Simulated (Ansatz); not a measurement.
# YCu2Sb3: the cost of one run

Computed with Ansatz 0.2.0 (DFT PBE, scalar-relativistic, plane waves, PAW, unless a step's input says otherwise).

2 further runs of the same task are left out: 1 that didn't finish, 1 set aside as unsound or not needed.

**1. Starting point**

Symmetry: R-3m, No. 166, trigonal system. The conventional cell has a = 6.994 Å, b = 6.994 Å, c = 15.431 Å, α = 90.00°, β = 90.00°, γ = 120.00°. Y (site symmetry -3m) is surrounded by 6 Sb at 3.50 Å. Cu (site symmetry 3m) has 3 Sb at 2.02 Å in its first shell of neighbours. Sb (site symmetry 2/m) is surrounded by 2 Cu at 2.02 Å.

Coordinates:

```xyz
6
Lattice="3.4971 2.0191 5.1438 -3.4971 2.0191 5.1438 0.0000 -4.0381 5.1438" Properties=species:S:1:pos:R:3 pbc="T T T"
Y     0.0000    0.0000    0.0000
Cu    0.0000    0.0000   10.2961
Cu    0.0000    0.0000    5.1353
Sb    0.0000    2.0191    5.1438
Sb   -1.7486   -1.0095    5.1438
Sb    1.7486   -1.0095    5.1438
```

Recipe of the guess: random cell by space group and Wyckoff sites (R-3m, No. 166). Its size is a rough estimate.

**2. The guess as it stands, on a coarse mesh**

The input, input.yaml:

```yaml
crystal:
  lattice:
    - [3.49711325, 2.01905928, 5.14378849]
    - [-3.49711325, 2.01905928, 5.14378849]
    - [0.0, -4.03811855, 5.14378849]
  atoms:
    - { symbol: "Y", position: [0.0, 0.0, 0.0] }
    - { symbol: Cu, position: [0.66721795, 0.66721795, 0.66721795] }
    - { symbol: Cu, position: [0.33278205, 0.33278205, 0.33278205] }
    - { symbol: Sb, position: [0.5, 0.5, 0.0] }
    - { symbol: Sb, position: [0.0, 0.5, 0.5] }
    - { symbol: Sb, position: [0.5, 0.0, 0.5] }
basis:
  ecutwfc: 420
kpoints:
  mp_grid: { grid: [3, 3, 3] }
hamiltonian:
  xc: pbe
scf:
  occupations: { method: gaussian, width: 0.1 }
  lower_state_search: "off"
output:
  forces: true
  stress: true
  eigenvalues: true
```

Started as:

```sh
> ansatz run input.yaml --threads 1 --pin off --max-ram 2560MiB --backend cpu --events-out ev --progress --plain --runs-dir out
```

Q: Estimate wall time and peak memory on 1 thread of Arm Neoverse N1, shared host.

About 9.8 s, with a peak of 0.48 GiB.
